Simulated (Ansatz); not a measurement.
# HF/def2-SVPD run of SiHBrF2 (SMILES F[SiH](F)Br)

Aim: the vertical ionisation energy of SiHBrF2 at HF/def2-SVPD, from 2 runs. 

The calculation is run with Ansatz 0.2.0.

36 further runs of the same task are left out: 36 set aside as unsound or not needed. Runs told in other sessions of the task aren't counted.

## 1. The structure to begin with

SiHBrF2 has 5 atoms, charge 0, and is taken as a singlet. As SMILES, `F[SiH](F)Br`. Geometry: relaxed at PBE0-D4/def2-TZVP.

Bond lengths: F1–Si2 1.578 Å, Si2–F3 1.578 Å, Si2–Br4 2.183 Å, Si2–H5 1.466 Å. Angles: F1–Si2–F3 107.6°, F1–Si2–Br4 109.1°, F3–Si2–Br4 109.1°, F1–Si2–H5 109.7°, F3–Si2–H5 109.7°, Br4–Si2–H5 111.6°.

## 2. A single-point energy at HF/def2-SVPD

Input file input.yaml:

```yaml
crystal:
  periodic: [false, false, false]
  atoms:
    - {symbol: F, position_ang: [-0.224900, -0.396300, 1.531900]}
    - {symbol: Si, position_ang: [0.124200, 0.002500, 0.045800]}
    - {symbol: F, position_ang: [0.210200, 1.576700, -0.017200]}
    - {symbol: Br, position_ang: [-1.476800, -0.678900, -1.271900]}
    - {symbol: H, position_ang: [1.417200, -0.577700, -0.330000]}
basis:
  gaussian: {orbitals: def2-SVPD}
accuracy: high
output: {orbitals: {seedname: orbitals}}
hamiltonian: {xc: hf}
```

Run with:

```bash
ansatz run input.yaml --threads 1 --pin off --max-ram 2610MiB --events-out events.jsonl --progress --plain --runs-dir runs
```

The log of the run:

```text
Warning: RAYON_NUM_THREADS=1 ignored (pool sized by the plan → 1); use --threads N
Functional definition: HF
  name "HF"
  exchange = exact_x
  correlation = 0
2220 factors; integrals over basis functions are off by at most 4.6e-9 eV
mean field evaluation 1: about -83276.1906 eV, gradient 3.5e1 eV
mean field evaluation 2: about -83276.2310 eV, gradient 3.5e1 eV
mean field evaluation 4: about -83278.5569 eV, gradient 2.0e0 eV
mean field evaluation 8: about -83278.5766 eV, gradient 1.3e-1 eV
mean field -83278.57668224 eV, -3060.4312448257 hartree, gradient 4.2e-8 eV, S^2 0.000000; 0 other end points of the search recorded, 0 dependent functions left out
reference -83278.57668224 eV, -3060.4312448257 hartree; 34, 34 occupied and 85, 85 virtual orbitals, 2220 factors
Total energy: -83278.57668224 eV, -3060.4312448257 hartree
```

Run time: 6 s. Hardware: 1 thread of Arm Neoverse V1, shared host; peak memory 0.4 GiB.

## 3. The doublet cation, same level

Input file job.yaml:

```yaml
crystal:
  periodic: [false, false, false]
  atoms:
    - {symbol: F, position_ang: [-0.224900, -0.396300, 1.531900]}
    - {symbol: Si, position_ang: [0.124200, 0.002500, 0.045800]}
    - {symbol: F, position_ang: [0.210200, 1.576700, -0.017200]}
    - {symbol: Br, position_ang: [-1.476800, -0.678900, -1.271900]}
    - {symbol: H, position_ang: [1.417200, -0.577700, -0.330000]}
basis:
  gaussian:
    orbitals: def2-SVPD
magnetization:
  spin_polarized: true
  initial_magnetization: 1
accuracy: high
total_charge: 1
output:
  orbitals: {seedname: orbitals}
hamiltonian:
  xc: hf
```

Run with:

```bash
ansatz run job.yaml --threads 1 --pin off --max-ram 2610MiB --events-out events.jsonl --progress --plain --runs-dir runs
```

The log of the run:

```text
Warning: RAYON_NUM_THREADS=1 ignored (pool sized by the plan → 1); use --threads N
[... 4 set-up lines as earlier in the session ...]
2221 factors; integrals over basis functions are off by at most 4.6e-9 eV
mean field evaluation 1: about -83260.9330 eV, gradient 4.2e1 eV
mean field evaluation 2: about -83260.9803 eV, gradient 4.2e1 eV
mean field evaluation 4: about -83267.3764 eV, gradient 2.3e0 eV
mean field evaluation 8: about -83267.5099 eV, gradient 5.8e-1 eV
mean field evaluation 16: about -83267.5411 eV, gradient 3.6e-6 eV
mean field evaluation 32: about -83267.5217 eV, gradient 4.5e-2 eV
mean field evaluation 64: about -83267.4849 eV, gradient 1.5e0 eV
mean field evaluation 96: about -83267.5406 eV, gradient 1.9e-1 eV
mean field evaluation 128: about -83267.5411 eV, gradient 3.5e-6 eV
mean field -83267.54113967 eV, -3060.0256961162 hartree, gradient 5.3e-8 eV, S^2 0.757939; 3 other end points of the search recorded, 0 dependent functions left out
reference -83267.54113967 eV, -3060.0256961162 hartree; 34, 33 occupied and 85, 86 virtual orbitals, 2221 factors
Total energy: -83267.54113967 eV, -3060.0256961162 hartree
```

Wall time 29 s (1 thread of Arm Neoverse V1, shared host); peak memory 0.57 GiB.

## 4. Results

At HF/def2-SVPD:

| quantity | value |
| --- | --- |
| singlet SiHBrF2: total energy | -3060.43124 Eh |
| singlet SiHBrF2: HOMO energy | -12.30 eV |
| singlet SiHBrF2: LUMO energy | 2.05 eV |
| singlet SiHBrF2: HOMO–LUMO gap | 14.35 eV |
| doublet cation: total energy | -3060.02570 Eh |
| doublet cation: HOMO energy (highest over α and β) | -20.41 eV |
| doublet cation: LUMO energy (lowest over α and β) | -9.89 eV |
| doublet cation: ⟨S²⟩ | 0.758 |
| vertical ionisation energy (to the doublet cation) | 11.036 eV |

**Reading.** The vertical ionisation energy comes to 11.04 eV (254 kcal/mol). −ε(HOMO) before ionisation, 12.30 eV, is 1.27 eV above this ionisation energy.
